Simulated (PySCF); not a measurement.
# C₄H₈ClFSi: excited states

Aim: compute the excited states of C₄H₈ClFSi (`F[Si]1(Cl)CCCC1`).

Computed with PySCF 2.14.0 and routines of our own; the level stands in each step. Atoms count from 0.

### Step 1. The starting structure

15 atoms, charge 0, multiplicity 1; geometry from: GFN2-xTB.

### Step 2. Excited states: TDA BHandHLYP/aug-cc-pVDZ

What the job is given:

```
{"job": {"kind": "states", "xc": "BHandHLYP", "basis": "aug-cc-pVDZ", "tda": true, "soc": true, "nstates": 6, "ntriplets": 6, "nquad": 4}, "charge": 0, "multiplicity": 1}
F     -0.684295     2.540233     0.758827
Si    -0.505225     1.381672    -0.364244
Cl    -1.067788     2.232742    -2.092150
C     -1.389245    -0.211931     0.171562
C     -0.305796    -1.294004     0.054826
C      1.031255    -0.686877     0.481371
C      1.235594     0.627536    -0.286149
H     -2.264747    -0.479365    -0.416527
H     -1.714469    -0.129909     1.209120
H     -0.233280    -1.618747    -0.985019
H     -0.549652    -2.166025     0.662850
H      0.997088    -0.474053     1.551529
H      1.851168    -1.383461     0.301522
H      1.970721     1.255815     0.212639
H      1.624255     0.414364    -1.282067
```

Level: TDA BHandHLYP/aug-cc-pVDZ excited states, vertical, gas phase, spin-orbit mean-field couplings.

The run is started by

```console
> OMP_NUM_THREADS=1 python excited_run.py task.json out
```

This one command runs all jobs of the session in turn.

The log of the run:

```text
coarse grid: 13640 points
cycle   1  E = -1006.7214191090  dE =  9.634e-01  |g| = 5.750e-01  |ddm| = 9.600e+00
cycle   2  E = -1006.7308829078  dE = -9.464e-03  |g| = 5.983e-01  |ddm| = 2.460e+00
cycle   3  E = -1006.7923206016  dE = -6.144e-02  |g| = 6.109e-02  |ddm| = 9.598e-01
cycle   4  E = -1006.7929155510  dE = -5.949e-04  |g| = 2.801e-02  |ddm| = 1.793e-01
cycle   5  E = -1006.7931083268  dE = -1.928e-04  |g| = 3.844e-03  |ddm| = 8.096e-02
cycle   6  E = -1006.7931119579  dE = -3.631e-06  |g| = 1.206e-03  |ddm| = 1.103e-02
final grid: 123088 points
cycle   7  E = -1006.8059055226  dE = -1.342e-05  |g| = 3.753e-03  |ddm| = 1.483e-01
cycle   8  E = -1006.8059055663  dE = -4.368e-08  |g| = 3.780e-03  |ddm| = 2.324e-02
cycle   9  E = -1006.8059093455  dE = -3.779e-06  |g| = 1.879e-04  |ddm| = 8.568e-03
cycle  10  E = -1006.8059093514  dE = -5.886e-09  |g| = 1.155e-04  |ddm| = 6.451e-04
cycle  11  E = -1006.8059093537  dE = -2.309e-09  |g| = 2.374e-05  |ddm| = 2.360e-04
cycle  12  E = -1006.8059093538  dE = -1.164e-10  |g| = 3.964e-06  |ddm| = 6.385e-05
converged SCF energy = -1006.8059093538

Singlet excitations
state   eV       nm        f     d(h-e)  d(exc)  Lambda  PR(NTO)  |dmu|/D   mu/D   main configurations
  1   7.5333   164.6   0.03450   0.878   4.386   0.244   1.044    3.391    0.978   H->L 0.89
  2   7.8149   158.7   0.01284   0.184   4.186   0.272   1.057    0.820    3.201   H->L+1 0.77, H->L+11 0.09
  3   7.8521   157.9   0.00642   0.442   3.458   0.280   1.048    1.705    1.427   H->L+2 0.26, H->L+9 0.26, H->L+4 0.18
  4   8.1311   152.5   0.00156   0.814   4.521   0.203   1.031    3.401    2.646   H->L+3 0.55, H->L+2 0.25
  5   8.1651   151.8   0.00402   0.528   4.569   0.219   1.123                     H->L+2 0.39, H->L+3 0.35, H->L+4 0.08
  6   8.8014   140.9   0.01318   0.661   4.316   0.255   2.022                     H-1->L 0.54, H->L+5 0.18

Triplet excitations (Tamm-Dancoff)
state   eV     d(h-e)  d(exc)  Lambda  PR(NTO)   main configurations
  1   7.3098   0.281   3.596   0.273   1.070   H->L 0.42, H->L+9 0.15, H->L+4 0.09
  2   7.4820   0.985   3.769   0.271   1.063   H->L 0.44, H->L+9 0.15, H->L+4 0.09
  3   7.5587   0.380   3.708   0.285   1.100   H->L+1 0.60, H->L+11 0.17
  4   8.0050   0.494   4.301   0.238   1.226   H->L+2 0.63
  5   8.0995   0.909   4.562   0.186   1.063   H->L+3 0.79
  6   8.4077   0.206   3.449   0.298   2.359   H-1->L+1 0.15, H->L+5 0.10, H->L+15 0.09
S1 - T1 = 0.2234 eV

Spin-orbit couplings |<S|Hso|T>| (cm-1)
             T1       T2       T3       T4       T5       T6
S0       30.112   22.609   39.393   17.269   22.137   42.063
S1        2.126    2.110    2.734    9.714    3.531   20.192
S2        2.535    1.378    0.591   11.052    2.708   57.686
S3        1.698    1.294    1.187    5.331    3.613   22.508
S4        5.107    2.884    3.539    4.008    1.371    7.967
S5        1.766    7.451    5.122    0.729    4.192    6.608
S6       49.081   13.829   19.098    7.507   19.713   18.209
T1 sublevels (cm-1): 0.000 0.003 0.197   radiative rates (1/s): 82.7 253 1.04e+03
```

It took 55 s on 1 thread of Arm Neoverse V1, shared host; peak memory 0.88 GiB.

In short:

```tsv
quantity	value
S1 less T1	0.22 eV
```

### Step 3. Excited states: TDDFT wB97X-D/aug-cc-pVDZ

Settings changed since step 2:

```diff
@@ -1,2 +1,2 @@
-{"job": {"kind": "states", "xc": "BHandHLYP", "basis": "aug-cc-pVDZ", "tda": true, "soc": true, "nstates": 6, "ntriplets": 6, "nquad": 4}, "charge": 0, "multiplicity": 1}
+{"job": {"kind": "states", "xc": "wB97X-D", "basis": "aug-cc-pVDZ", "tpa": true, "nstates": 6, "nquad": 5, "ntriplets": 0}, "charge": 0, "multiplicity": 1}
 F     -0.684295     2.540233     0.758827
```

Method: TDDFT wB97X-D/aug-cc-pVDZ excited states, vertical, gas phase, two-photon moments by quadratic response.

The log of the run:

```text
coarse grid: 13640 points
cycle   1  E = -1006.7568544591  dE =  1.009e+00  |g| = 5.806e-01  |ddm| = 9.598e+00
cycle   2  E = -1006.7622857762  dE = -5.431e-03  |g| = 6.369e-01  |ddm| = 2.354e+00
cycle   3  E = -1006.8276367082  dE = -6.535e-02  |g| = 6.346e-02  |ddm| = 9.235e-01
cycle   4  E = -1006.8284234632  dE = -7.868e-04  |g| = 2.345e-02  |ddm| = 1.865e-01
cycle   5  E = -1006.8285678288  dE = -1.444e-04  |g| = 3.635e-03  |ddm| = 8.548e-02
cycle   6  E = -1006.8285716753  dE = -3.846e-06  |g| = 1.265e-03  |ddm| = 1.318e-02
final grid: 123088 points
cycle   7  E = -1006.8548332190  dE = -1.245e-04  |g| = 7.920e-03  |ddm| = 3.393e-01
cycle   8  E = -1006.8548363806  dE = -3.162e-06  |g| = 7.941e-03  |ddm| = 4.368e-02
cycle   9  E = -1006.8548496210  dE = -1.324e-05  |g| = 7.801e-04  |ddm| = 1.691e-02
cycle  10  E = -1006.8548497316  dE = -1.106e-07  |g| = 4.727e-04  |ddm| = 3.410e-03
cycle  11  E = -1006.8548497760  dE = -4.442e-08  |g| = 8.230e-05  |ddm| = 1.254e-03
cycle  12  E = -1006.8548497779  dE = -1.868e-09  |g| = 1.379e-05  |ddm| = 3.536e-04
cycle  13  E = -1006.8548497780  dE = -1.182e-10  |g| = 2.460e-06  |ddm| = 1.104e-04
converged SCF energy = -1006.8548497780

Singlet excitations
state   eV       nm        f     d(h-e)  d(exc)  Lambda  PR(NTO)  |dmu|/D   mu/D   delta(TPA)   sigma/GM   main configurations
  1   7.5016   165.3   0.03665   0.639   4.042   0.238   1.071    2.409    1.306        1.70      0.035   H->L 0.60, H->L+9 0.12
  2   7.6199   162.7   0.00128   0.427   3.482   0.298   1.045    1.811    3.032        2.75      0.058   H->L+9 0.31, H->L 0.18, H->L+11 0.13
  3   7.7282   160.4   0.01274   0.181   3.936   0.265   1.088    0.860    2.439        4.27      0.093   H->L+1 0.54, H->L+11 0.17
  4   8.0712   153.6   0.00182   0.936   4.578   0.190   1.097    4.055    3.098       58.78      1.403   H->L+2 0.55, H->L+3 0.23
  5   8.1224   152.6   0.00110   0.669   4.663   0.169   1.210    2.863    1.234       87.98      2.126   H->L+3 0.62, H->L+2 0.18
  6   8.6218   143.8   0.00253   0.895   3.927   0.245   1.259                                            H-2->L 0.62
```

Wall time 69 s (1 thread of Arm Neoverse V1, shared host); peak memory 0.96 GiB.

### Step 4. What came out

```
                                      quantity    value
S1 less T1 (step 2, TDA BHandHLYP/aug-cc-pVDZ)  0.22 eV
```

**Reading.** In step 2, the number of triplets below S1 is 2, and the largest singlet-triplet spin-orbit coupling is S2–T6, 57.69 cm⁻¹.
